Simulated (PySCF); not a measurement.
# C4H15BN2NaP: the cost of one run

Computed with PySCF 2.14.0, with density-fitted response routines of our own, on a single molecule in the gas phase. Atoms are numbered from 0 throughout.

## 1. The molecule as given

24 atoms, charge 0, multiplicity 1; geometry from: GFN2-xTB.

Bonds of the start (Å): B0–P1 1.95, P1–N2 1.72, N2–C3 1.45, N2–C4 1.44, P1–N5 1.72, N5–C6 1.45, N5–C7 1.45, B0–H9 1.22, B0–H10 1.19, B0–H11 1.25, C3–H12 1.09, C3–H13 1.10, C3–H14 1.09, C4–H15 1.09, C4–H16 1.11, C4–H17 1.09, C6–H18 1.09, C6–H19 1.10, C6–H20 1.09, C7–H21 1.10, C7–H22 1.09, C7–H23 1.09.

## 2. Geometry optimisation at PBE0-D3(BJ)/def2-SVP

What the job is given:

```
{"job": {"xc": "PBE0", "basis": "def2-SVP", "d3": "d3bj", "grid": 1, "kind": "geom"}, "charge": 0, "multiplicity": 1}
B     -1.161940    -1.206360     1.020760
P      0.035050     0.122910     0.252290
N      1.118900    -0.740240    -0.775000
C      2.108700     0.104320    -1.417770
C      1.720320    -1.918320    -0.198340
N     -0.777390     0.948180    -1.026140
C     -1.616260     0.114370    -1.867080
C     -1.447990     2.168280    -0.635480
Na    -0.033940     0.151080     2.829470
H     -2.089860    -0.518910     1.422440
H     -1.494060    -2.074190     0.284390
H     -0.510430    -1.622050     2.005700
H      2.529790    -0.418170    -2.280010
H      2.932540     0.376620    -0.740500
H      1.614630     1.011800    -1.761170
H      0.942940    -2.535370     0.245310
H      2.473440    -1.680780     0.577150
H      2.218930    -2.488340    -0.986090
H     -1.792830     0.625960    -2.817200
H     -2.584590    -0.111590    -1.403980
H     -1.088540    -0.818050    -2.057600
H     -2.402840     1.988510    -0.119010
H     -0.793780     2.739600     0.027180
H     -1.654310     2.767390    -1.526740
```

Q: Estimate the wall time of this first job on 8 threads of Intel Xeon Platinum 8259CL at 2.50GHz (Skylake/Cascade Lake), shared host.

About 2.5 min.
